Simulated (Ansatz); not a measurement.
**CH4GeN (doublet): the correlation ladder at distance Ge1–H5 along a hydrogen transfer = 1.907 Å, cc-pVDZ**

Aim: climb from Hartree-Fock through coupled cluster and multireference methods for CH4GeN (doublet) at one geometry and basis, and see what each rung misses.

Program: Ansatz 0.2.0, Gaussian basis. Level of theory: cc-pVDZ, core rule «outside noble gas», up to 16 orbitals frozen. These are calculated values, not measurements.

Plan: UHF; CCSD(T) on ROHF; CCSD(T) on UHF; BCCD(T) on ROHF; CISD; CCSDT(Q) on ROHF; CCSDT(Q) on UHF; CASSCF and MRCISD+Q, 3 electrons in 3 orbitals; CASSCF and NEVPT2, 3 electrons in 3 orbitals; CASSCF and MRCISD+Q, 9 electrons in 9 orbitals; CASSCF and NEVPT2, 9 electrons in 9 orbitals.

### 1 What is computed

The geometry derives from fragments relaxed apart (PBE0/def2-TZVP) and kept rigid, so it is no stationary point. A hydrogen atom is moved between rigid fragments. No spin-orbit coupling is included. The filled d shell of Ge may be among the frozen orbitals whatever the setting's name suggests; the logs give the count.

7 atoms, charge 0, spin multiplicity 2.

Atoms are counted from 1 here; the program's logs count them from 0.

Bond lengths: Ge1–H2 1.534 Å, Ge1–H3 1.534 Å, Ge1–H4 1.534 Å, Ge1–H5 1.907 Å, H5–C7 1.090 Å, N6–C7 1.160 Å. Angles: H2–Ge1–H3 109.5°, H2–Ge1–H4 109.5°, H2–Ge1–H5 109.5°, H3–Ge1–H4 109.5°, H3–Ge1–H5 109.5°, H4–Ge1–H5 109.5°, Ge1–H5–C7 180.0°, H5–C7–N6 180.0°.

### 2 UHF

The input, in.yaml:

```yaml
crystal:
  periodic: [false, false, false]
  atoms:
    - {symbol: Ge, position_ang: [-0.921214, 0.000000, 0.000000]}
    - {symbol: H, position_ang: [-1.432664, 1.446599, 0.000000]}
    - {symbol: H, position_ang: [-1.432664, -0.723300, 1.252792]}
    - {symbol: H, position_ang: [-1.432664, -0.723299, -1.252792]}
    - {symbol: H, position_ang: [0.985786, 0.000000, 0.000000]}
    - {symbol: N, position_ang: [3.235870, 0.000000, 0.000000]}
    - {symbol: C, position_ang: [2.075786, 0.000000, 0.000000]}
basis:
  gaussian: {orbitals: cc-pVDZ}
magnetization: {spin_polarized: true, initial_magnetization: 1}
hamiltonian: {xc: hf}
output: {orbitals: {seedname: orbitals}}
```

Run with:

```bash
$ ansatz run in.yaml --threads 1 --pin off --events-out ev --progress --plain --max-ram 4096MiB --backend cpu
```

The runs that follow: CCSD(T) on ROHF; CCSD(T) on UHF; BCCD(T) on ROHF; CISD; CCSDT(Q) on ROHF; CCSDT(Q) on UHF; CASSCF and MRCISD+Q, 3 electrons in 3 orbitals; CASSCF and NEVPT2, 3 electrons in 3 orbitals; CASSCF and MRCISD+Q, 9 electrons in 9 orbitals; CASSCF and NEVPT2, 9 electrons in 9 orbitals.

**Question.** What will the summary of the whole plan be? Wanted: UCCSDT(Q) below the RHF energy; RMP2 from UCCSDT(Q); UMP2 from UCCSDT(Q); RCCSD from UCCSDT(Q); RCCSD(T) from UCCSDT(Q); UCCSD(T) from UCCSDT(Q); RCCSDT(Q) from UCCSDT(Q); NEVPT2 pair from UCCSDT(Q); MRCISD+Q pair from UCCSDT(Q).

**Answer**, as computed:

| quantity | value |
| --- | --- |
| UCCSDT(Q) below the RHF energy | -11.9343 eV |
| RMP2 from UCCSDT(Q) | +1388.2 meV |
| UMP2 from UCCSDT(Q) | +1550.8 meV |
| RCCSD from UCCSDT(Q) | +485.0 meV |
| RCCSD(T) from UCCSDT(Q) | +69.0 meV |
| UCCSD(T) from UCCSDT(Q) | +71.7 meV |
| RCCSDT(Q) from UCCSDT(Q) | +4.1 meV |
| NEVPT2 pair from UCCSDT(Q) | +1431.8 meV |
| MRCISD+Q pair from UCCSDT(Q) | +339.8 meV |
| levels within 1 kcal/mol (43 meV) | RCCSDT(Q) |
| T1 diagnostic | 0.016 |

In words: RCCSD(T) misses by +69.0 meV, 0.6 % of the correlation energy. Of the multireference levels listed MRCISD+Q pair comes nearest in total energy (+339.8 meV), which doesn't show that its space is the better one. These misses are within one basis, not against nature; the frozen cores of restricted and unrestricted runs differ, which can shift their rows.
